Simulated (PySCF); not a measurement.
# KAl: changing the method

What do other methods print for KAl?

The runs use PySCF 2.14.0; each script names its method and basis.

5 further runs of the same task are left out: 5 that didn't finish.

### Step 1. The system as given

KAl: 2 atoms, charge 0, spin multiplicity 1.

Bond lengths: K1–Al2 2.826 Å.

### Step 2. The base run

Input file input.py:

```python
from pyscf import gto, scf

mol = gto.M(
    atom='K 0 0 0; Al 0 0 2.826',
    basis='sbkjc',
    ecp={'K': 'sbkjc', 'Al': 'sbkjc'},
    charge=0,
    spin=0,
    verbose=4,
)
mf = scf.RHF(mol)
mf.kernel()
mf.dip_moment()
print('orbital energies (hartree):', mf.mo_energy[..., max(0, mol.nelec[1]-3):mol.nelec[0]+3].round(4))
```

Run with:

```console
$ OMP_NUM_THREADS=1 python input.py
```

### Step 3. B3lyp (RKS)

Edit 1 changes functional: none (Hartree–Fock) → b3lyp; SCF type: RHF → RKS; step after the SCF: none → analyze.

input.py, as its differences from that of step 2:

```diff
@@ -1,2 +1,2 @@
-from pyscf import gto, scf
+from pyscf import gto, dft
 
@@ -10,4 +10,5 @@
 )
-mf = scf.RHF(mol)
+mf = dft.RKS(mol, xc='b3lyp')
 mf.kernel()
+mf.mulliken_pop()
 mf.dip_moment()
```

### Step 4. EOM-EE

Edit 2 changes step after the SCF: none → eomee; number of roots: none → 8.

input.py, as its differences from that of step 2:

```diff
@@ -1,2 +1,2 @@
-from pyscf import gto, scf
+from pyscf import gto, scf, cc
 
@@ -12,2 +12,6 @@
 mf.kernel()
+mycc = cc.CCSD(mf)
+mycc.kernel()
+e = mycc.eeccsd(nroots=8)[0]
+print('roots (eV) =', (e*27.211386).round(3))
 mf.dip_moment()
```

### Step 5. EOM-EA

Edit 3 changes step after the SCF: none → eomea; number of roots: none → 4.

input.py, as its differences from that of step 2:

```diff
@@ -1,2 +1,2 @@
-from pyscf import gto, scf
+from pyscf import gto, scf, cc
 
@@ -12,2 +12,6 @@
 mf.kernel()
+mycc = cc.CCSD(mf)
+mycc.kernel()
+e = mycc.eaccsd(nroots=4)[0]
+print('roots (eV) =', (e*27.211386).round(3))
 mf.dip_moment()
```

### Step 6. Pw6b95 (RKS)

Edit 4 changes functional: none (Hartree–Fock) → pw6b95; SCF type: RHF → RKS; step after the SCF: none → analyze.

input.py, as its differences from that of step 2:

```diff
@@ -1,2 +1,2 @@
-from pyscf import gto, scf
+from pyscf import gto, dft
 
@@ -10,4 +10,5 @@
 )
-mf = scf.RHF(mol)
+mf = dft.RKS(mol, xc='pw6b95')
 mf.kernel()
+mf.mulliken_pop()
 mf.dip_moment()
```

### Step 7. Gradient

Edit 5 changes step after the SCF: none → gradient.

input.py, as its differences from that of step 2:

```diff
@@ -12,2 +12,3 @@
 mf.kernel()
+mf.nuc_grad_method().kernel()
 mf.dip_moment()
```

### Step 8. Population analysis

Edit 6 changes step after the SCF: none → analyze.

input.py, as its differences from that of step 2:

```diff
@@ -12,2 +12,3 @@
 mf.kernel()
+mf.mulliken_pop()
 mf.dip_moment()
```

Before running it: what results should come out? Wanted: for each run, E(SCF); from base; gap; SCF dipole; after the SCF.

As calculated:

```csv
run,E(SCF) (hartree),from base (eV),cycles,gap (eV),SCF dipole (D),after the SCF
base,-1.969477,0,9,4.17,4.77,n/a
b3lyp (RKS),-2.071129,not comparable,8,0.95,3.48,n/a
EOM-EE,-1.969477,0.0000,9,4.17,4.77,"CCSD correlation -1.353 eV, first root -0.28 eV"
EOM-EA,-1.969477,0.0000,9,4.17,4.77,"CCSD correlation -1.353 eV, first root -0.44 eV"
pw6b95 (RKS),-2.056421,not comparable,11,1.22,3.70,n/a
gradient,-1.969477,0.0000,9,4.17,4.77,n/a
population analysis,-1.969477,0.0000,9,4.17,4.77,n/a
```

**Reading.** The gap between the frontier levels is 0.9 eV with b3lyp (20 % exact exchange) and 1.2 eV with pw6b95 (28 %). Total energies of different functionals can't be compared with each other; differences within one functional can.
